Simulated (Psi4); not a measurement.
# triplet Si2H2OF2 at 4 levels

Wanted: a comparison of 4 runs (UHF/STO-3G, UB3LYP/def2-SVP, UBHLYP/def2-SVP, UM06-L/def2-SVP) of triplet Si2H2OF2. 

Program for the calculation: Psi4 1.11.

## (1) The structure to begin with

Si2H2OF2: 7 atoms, total charge 0, spin state triplet. SMILES of the parent species: `F[Si]1(F)O[SiH2]1`. The coordinates come from a PBE0-D4/def2-TZVP relaxation. That shape belongs to the parent species and isn't relaxed for this state.

Bond lengths: F1–Si2 1.578 Å, Si2–F3 1.578 Å, Si2–O4 1.648 Å, Si2–Si5 2.174 Å, O4–Si5 1.718 Å, Si5–H6 1.482 Å, Si5–H7 1.482 Å. Some angles: F1–Si2–F3 105.1°, F1–Si2–O4 114.7°, F1–Si2–Si5 127.3°, F3–Si2–O4 114.7°, F3–Si2–Si5 127.3°, O4–Si2–Si5 51.2°, Si2–O4–Si5 80.4°, Si2–Si5–O4 48.4°, Si2–Si5–H6 124.7°, Si2–Si5–H7 124.7°.

## (2) Energy and forces at UHF/STO-3G (run 1)

Input file f2h2osi2.in:

```
memory 2200 MB

molecule system {
  0 3
  F      0.424200    -1.612100     1.693800
  Si     0.037900    -1.026000     0.280100
  F     -0.194200    -2.288000    -0.639100
  O      1.103500     0.077900    -0.322100
  Si    -0.304800     1.058600    -0.232800
  H     -0.202300     2.188800     0.720000
  H     -0.802800     1.532800    -1.545500
  symmetry c1
  no_reorient
  no_com
}

set {
  basis         STO-3G
  reference     uhf
  puream        true
  e_convergence 1e-09
  d_convergence 1e-08
  scf_type      pk
  maxiter       100
}

E, wfn = gradient("scf", return_wfn=True)
oeprop(wfn, "WIBERG_LOWDIN_INDICES", "LOWDIN_CHARGES", "MAYER_INDICES", title="SCF")
```

Launch:

```
psi4 -i f2h2osi2.in -o f2h2osi2.out -n 1
```

f2h2osi2.out:

```text
[...]
  Running in c1 symmetry.
[...]
  Nuclear repulsion =  309.676526440965517
[...]
  Multiplicity = 3
[...]
  Nalpha       = 29
  Nbeta        = 27
[...]
    Number of basis functions: 35
[...]
   @UHF iter   1:  -841.97864314561230   -2.35875e+00   1.17127e-02 ADIIS/DIIS
[...]
   @UHF iter  15:  -842.15420597557841   -6.82121e-13   6.48563e-09 DIIS
[...]
   @S^2 Observed:                2.034179948E+00
[...]
    Orbital Energies [Eh]
    ---------------------
    Alpha Occupied:
       1A    -68.020569     2A    -67.957513     3A    -25.819104
       4A    -25.818911     5A    -20.253399     6A     -6.019499
       7A     -5.957851     8A     -4.047827     9A     -4.038620
      10A     -4.037118    11A     -3.993905    12A     -3.977438
      13A     -3.976228    14A     -1.463781    15A     -1.435598
      16A     -1.328837    17A     -0.714183    18A     -0.658913
      19A     -0.558106    20A     -0.540831    21A     -0.519930
      22A     -0.477550    23A     -0.472147    24A     -0.435540
      25A     -0.424632    26A     -0.415519    27A     -0.392970
      28A     -0.336105    29A     -0.079230
    Alpha Virtual:
[...]
  @UHF Final Energy:  -842.15420597557841
   => Energetics <=
    Nuclear Repulsion Energy =            309.6765264409655174
    One-Electron Energy =               -1796.4628237141700993
    Two-Electron Energy =                 644.6320912976261752
    Total Energy =                       -842.1542059755784067
  UHF NO Occupations:
  HONO-2 :   27  A 1.9849259
  HONO-1 :   28  A 1.0000000
  HONO-0 :   29  A 1.0000000
  LUNO+0 :   30  A 0.0150741
  LUNO+1 :   31  A 0.0010354
[...]
 Multipole Moments:
 ------------------------------------------------------------------------------------
     Multipole            Electronic (a.u.)      Nuclear  (a.u.)        Total (a.u.)
 ------------------------------------------------------------------------------------
 L = 1.  Multiply by 2.5417464519 to convert [e a0] to [Debye]
 Dipole X            :        -11.7390520           11.6337209           -0.1053311
 Dipole Y            :         57.7777647          -57.2581347            0.5196300
 Dipole Z            :        -12.8823328           12.7598087           -0.1225240
 Magnitude           :                                                    0.5441710
[...]
  -Total Gradient:
     Atom            X                  Y                   Z
    ------   -----------------  -----------------  -----------------
       1       -0.034478803353     0.016063866790    -0.023481340679
       2        0.048666516614     0.132558928331    -0.051254001151
       3       -0.021643669437     0.030073360760     0.024957022644
       4       -0.000526480537    -0.022513949516     0.006661205336
       5        0.055664650494    -0.173463960645     0.035533473696
       6       -0.018469437803     0.014492140659     0.024051723072
       7       -0.029212775979     0.002789613624    -0.016468082915
[...]
```

Run time: 1.6 s. Hardware: 1 thread of Intel Xeon 6975P-C (Granite Rapids), shared host; peak memory 0.18 GiB.

## (3) Energy and forces at UB3LYP/def2-SVP (run 2)

Input file calc.py:

```python
import psi4

psi4.set_memory(2200000000)
psi4.set_num_threads(1)
psi4.set_output_file('psi4.out', False)

m = psi4.geometry("""
0 3
F      0.424200    -1.612100     1.693800
Si     0.037900    -1.026000     0.280100
F     -0.194200    -2.288000    -0.639100
O      1.103500     0.077900    -0.322100
Si    -0.304800     1.058600    -0.232800
H     -0.202300     2.188800     0.720000
H     -0.802800     1.532800    -1.545500
symmetry c1
no_reorient
no_com
""")

psi4.set_options({
    'basis': 'def2-SVP',
    'reference': 'uks',
    'puream': True,
    'e_convergence': 1e-09,
    'd_convergence': 1e-08,
    'scf_type': 'pk',
    'dft_radial_points': 99,
    'dft_spherical_points': 590,
    'maxiter': 100,
})

e_tot, wfn = psi4.gradient('B3LYP', molecule=m, return_wfn=True)
psi4.oeprop(wfn, 'WIBERG_LOWDIN_INDICES', 'LOWDIN_CHARGES', 'MULLIKEN_CHARGES', title='B3LYP')
print('gradient / Eh bohr^-1')
print(e_tot.np.round(6))
print(f'energy = {wfn.energy():.10f} Eh')
```

Launch:

```
python calc.py
```

psi4.out, cut to the lines that bear on the results:

```text
[...]
  Running in c1 symmetry.
[...]
  Nuclear repulsion =  309.676526440965517
[...]
  Multiplicity = 3
[...]
  Nalpha       = 29
  Nbeta        = 27
[...]
    Number of basis functions: 88
[...]
   @UKS iter   1:  -854.50793415539079    2.28060e-03   8.39258e-03 DIIS/ADIIS
[...]
   @UKS iter  14:  -854.71627504153048   -4.43379e-12   5.09546e-09 DIIS
[...]
   @S^2 Observed:                2.004093969E+00
[...]
  @UKS Final Energy:  -854.71627504153048
   => Energetics <=
    Nuclear Repulsion Energy =            309.6765264409655174
    One-Electron Energy =               -1801.1927954717430111
    Two-Electron Energy =                 695.1284764104005944
    DFT Exchange-Correlation Energy =     -58.3284824211535593
    Empirical Dispersion Energy =           0.0000000000000000
    VV10 Nonlocal Energy =                  0.0000000000000000
    Total Energy =                       -854.7162750415304799
  UHF NO Occupations:
  HONO-2 :   27  A 1.9988703
  HONO-1 :   28  A 1.0000000
[...]
 Multipole Moments:
[...]
  -Total Gradient:
     Atom            X                  Y                   Z
    ------   -----------------  -----------------  -----------------
       1       -0.016877454318     0.008854680995    -0.031282620092
       2       -0.005797847688     0.092284974998    -0.025154922498
       3       -0.001641941455     0.025489333891     0.026210165341
       4        0.014570326148    -0.003758019090    -0.002772524977
       5        0.027003228111    -0.128300309506     0.030037502148
       6       -0.010072391948     0.001062060225    -0.004003846016
       7       -0.007160597680     0.004270923165     0.006988093165
[...]
  Mulliken Charges: (a.u.)
   Center  Symbol    Alpha    Beta     Spin     Total
       1     F     4.65978  4.61772  0.04207 -0.27750
       2    SI     6.97840  6.27764  0.70076  0.74395
       3     F     4.65980  4.61772  0.04207 -0.27752
       4     O     4.31250  4.06279  0.24972 -0.37529
       5    SI     7.32718  6.39181  0.93537  0.28101
       6     H     0.53116  0.51616  0.01501 -0.04732
       7     H     0.53116  0.51616  0.01501 -0.04732
   Total alpha = 29.00000, Total beta = 27.00000, Total charge =  0.00000
  Lowdin Charges: (a.u.)
[...]
```

Standard output:

```text
gradient / Eh bohr^-1
[[-0.016877  0.008855 -0.031283]
 [-0.005798  0.092285 -0.025155]
 [-0.001642  0.025489  0.02621 ]
 [ 0.01457  -0.003758 -0.002773]
 [ 0.027003 -0.1283    0.030038]
 [-0.010072  0.001062 -0.004004]
 [-0.007161  0.004271  0.006988]]
energy = -854.7162750415 Eh
```

It took 18 s on 1 thread of Intel Xeon 6975P-C (Granite Rapids), shared host; peak memory 1.1 GiB.

## (4) Energy and forces at UBHLYP/def2-SVP (run 3)

Input file job.py:

```python
import psi4

psi4.set_memory(2200000000)
psi4.set_num_threads(1)
psi4.core.set_output_file('output.dat', False)

molecule = psi4.geometry("""
0 3
F
Si 1 1.578382
F 2 1.578431 1 105.11103
O 2 1.648255 1 114.68963 3 -126.89972
Si 4 1.718446 2 80.41017 1 -119.08744
H 5 1.481785 4 114.33099 2 115.67457
H 5 1.481908 6 110.41187 4 -130.59481
units angstrom
symmetry c1
no_reorient
no_com
""")

psi4.set_options({
    'basis': 'def2-SVP',
    'reference': 'uks',
    'puream': True,
    'e_convergence': 1e-09,
    'd_convergence': 1e-08,
    'scf_type': 'pk',
    'dft_radial_points': 99,
    'dft_spherical_points': 590,
    'maxiter': 100,
})

E, wfn = psi4.gradient("bhhlyp", return_wfn=True)
psi4.oeprop(wfn, "QUADRUPOLE", "LOWDIN_CHARGES", "MAYER_INDICES")
print('gradient / Eh bohr^-1')
print(E.np.round(6))
print(f'energy = {wfn.energy():.10f} Eh')
```

Launch:

```
python job.py
```

output.dat, cut to the lines that bear on the results:

```text
[...]
  Running in c1 symmetry.
[...]
  Nuclear repulsion =  309.676461666969658
[...]
  Multiplicity = 3
[...]
  Nalpha       = 29
  Nbeta        = 27
[...]
    Number of basis functions: 88
[...]
   @UKS iter   1:  -854.39392377507079   -2.06710e-01   7.35389e-03 DIIS/ADIIS
[...]
   @UKS iter  15:  -854.56577601320214   -5.22959e-12   7.44595e-09 DIIS
[...]
   @S^2 Observed:                2.007610424E+00
[...]
  @UKS Final Energy:  -854.56577601320214
   => Energetics <=
    Nuclear Repulsion Energy =            309.6764616669696579
    One-Electron Energy =               -1801.1414630362553453
    Two-Electron Energy =                 674.1224000403722130
    DFT Exchange-Correlation Energy =     -37.2231746842885158
    Empirical Dispersion Energy =           0.0000000000000000
    VV10 Nonlocal Energy =                  0.0000000000000000
    Total Energy =                       -854.5657760132021394
  UHF NO Occupations:
  HONO-2 :   27  A 1.9974731
  HONO-1 :   28  A 1.0000000
[...]
  -Total Gradient:
     Atom            X                  Y                   Z
    ------   -----------------  -----------------  -----------------
       1        0.009696029751    -0.004069399308     0.022787747455
       2        0.006000420215     0.087087128372     0.066638134046
       3        0.009701072023     0.020905097617    -0.009858036209
       4       -0.033976230522    -0.000542816978    -0.000416874310
       5       -0.012921297535    -0.111325306104    -0.085281312535
       6        0.010744425277     0.002267344511     0.005219418791
       7        0.010745650937     0.005627548842     0.000872241698
[...]
 Multipole Moments:
 ------------------------------------------------------------------------------------
     Multipole            Electronic (a.u.)      Nuclear  (a.u.)        Total (a.u.)
 ------------------------------------------------------------------------------------
[...]
```

The script printed:

```text
gradient / Eh bohr^-1
[[ 0.009696 -0.004069  0.022788]
 [ 0.006     0.087087  0.066638]
 [ 0.009701  0.020905 -0.009858]
 [-0.033976 -0.000543 -0.000417]
 [-0.012921 -0.111325 -0.085281]
 [ 0.010744  0.002267  0.005219]
 [ 0.010746  0.005628  0.000872]]
energy = -854.5657760132 Eh
```

It took 18 s on 1 thread of Intel Xeon 6975P-C (Granite Rapids), shared host; peak memory 1.1 GiB.

## (5) A single-point energy at UM06-L/def2-SVP (run 4)

Input file f2h2osi2.xyz:

```xyz
7
F2H2OSi2
F      0.424200    -1.612100     1.693800
Si     0.037900    -1.026000     0.280100
F     -0.194200    -2.288000    -0.639100
O      1.103500     0.077900    -0.322100
Si    -0.304800     1.058600    -0.232800
H     -0.202300     2.188800     0.720000
H     -0.802800     1.532800    -1.545500
```

Input file calc.py:

```python
import psi4

psi4.set_memory(2200000000)
psi4.set_num_threads(1)
psi4.set_output_file('f2h2osi2.out', False)

with open('f2h2osi2.xyz') as f:
    atoms = ''.join(f.readlines()[2:])
molecule = psi4.geometry('0 3\n' + atoms + 'symmetry c1\nno_reorient\nno_com')

psi4.set_options({
    'basis': 'def2-SVP',
    'reference': 'uks',
    'puream': True,
    'e_convergence': 1e-09,
    'd_convergence': 1e-08,
    'scf_type': 'pk',
    'dft_radial_points': 99,
    'dft_spherical_points': 590,
    'maxiter': 100,
})

energy_value, wavefunction = psi4.energy('m06-l', molecule=molecule, return_wfn=True)
psi4.oeprop(wavefunction, 'LOWDIN_CHARGES', 'DIPOLE', 'MULLIKEN_CHARGES', title='M06-L')
print('E =', round(energy_value, 9))
```

Launch:

```
python calc.py
```

f2h2osi2.out, cut to the lines that bear on the results:

```text
[...]
  Running in c1 symmetry.
[...]
  Nuclear repulsion =  309.676526440965517
[...]
  Multiplicity = 3
[...]
  Nalpha       = 29
  Nbeta        = 27
[...]
    Number of basis functions: 88
[...]
   @UKS iter   1:  -854.44167957034676    9.94421e-03   8.32437e-03 DIIS/ADIIS
[...]
   @UKS iter  14:  -854.64337297544512   -2.08047e-11   6.89537e-09 DIIS
[...]
   @S^2 Observed:                2.007260808E+00
[...]
  @UKS Final Energy:  -854.64337297544512
   => Energetics <=
    Nuclear Repulsion Energy =            309.6765264409655174
    One-Electron Energy =               -1801.2504842014618589
    Two-Electron Energy =                 709.1906338948408575
    DFT Exchange-Correlation Energy =     -72.2600491097895770
    Empirical Dispersion Energy =           0.0000000000000000
    VV10 Nonlocal Energy =                  0.0000000000000000
    Total Energy =                       -854.6433729754451178
  UHF NO Occupations:
  HONO-2 :   27  A 1.9986075
  HONO-1 :   28  A 1.0000000
[...]
 Multipole Moments:
 ------------------------------------------------------------------------------------
     Multipole            Electronic (a.u.)      Nuclear  (a.u.)        Total (a.u.)
 ------------------------------------------------------------------------------------
 L = 1.  Multiply by 2.5417464519 to convert [e a0] to [Debye]
 Dipole X            :        -11.8500118           11.6337209           -0.2162909
 Dipole Y            :         57.5992897          -57.2581347            0.3411551
 Dipole Z            :        -12.8012046           12.7598087           -0.0413959
 Magnitude           :                                                    0.4060568
[...]
  Mulliken Charges: (a.u.)
   Center  Symbol    Alpha    Beta     Spin     Total
       1     F     4.68013  4.64318  0.03695 -0.32331
       2    SI     6.89833  6.20112  0.69721  0.90056
       3     F     4.68015  4.64319  0.03696 -0.32334
       4     O     4.34267  4.08865  0.25401 -0.43132
       5    SI     7.38319  6.40080  0.98239  0.21601
       6     H     0.50777  0.51152 -0.00375 -0.01930
       7     H     0.50777  0.51153 -0.00376 -0.01930
   Total alpha = 29.00000, Total beta = 27.00000, Total charge =  0.00000
  Lowdin Charges: (a.u.)
[...]
```

Standard output:

```text
E = -854.643372975
```

It took 28 s on 1 thread of Intel Xeon 6975P-C (Granite Rapids), shared host; peak memory 1.3 GiB.

## (6) All runs side by side

```tsv
run	level	integration grid	task	energy (Eh)	dipole moment (D)	HOMO energy (eV)	⟨S²⟩	wall time
1	UHF/STO-3G	–	gradient	-842.154206	1.38	-2.16	2.034	1.6 s
2	UB3LYP/def2-SVP	99 radial × 590 angular	gradient	-854.716275	1.09	-3.56	2.004	18 s
3	UBHLYP/def2-SVP	99 radial × 590 angular	gradient	-854.565776	1.32	-4.57	2.008	18 s
4	UM06-L/def2-SVP	99 radial × 590 angular	energy	-854.643373	1.03	-2.94	2.007	28 s
```

## (7) Summary of results

```
                                 quantity          value
                      run 4: total energy  -854.64337 Eh
                     run 4: dipole moment         1.03 D
run 4: HOMO energy (highest over α and β)       -2.94 eV
                              run 4: ⟨S²⟩          2.007
```

What this shows: The dipole moment (its size) runs from 1.03 D (UM06-L/def2-SVP) to 1.38 D (UHF/STO-3G). The two ends differ in method and basis. Totals of different functionals can't be ranked against each other. In run 1 the basis is minimal, so the values are rough. All runs together took 66 s, the longest 28 s.
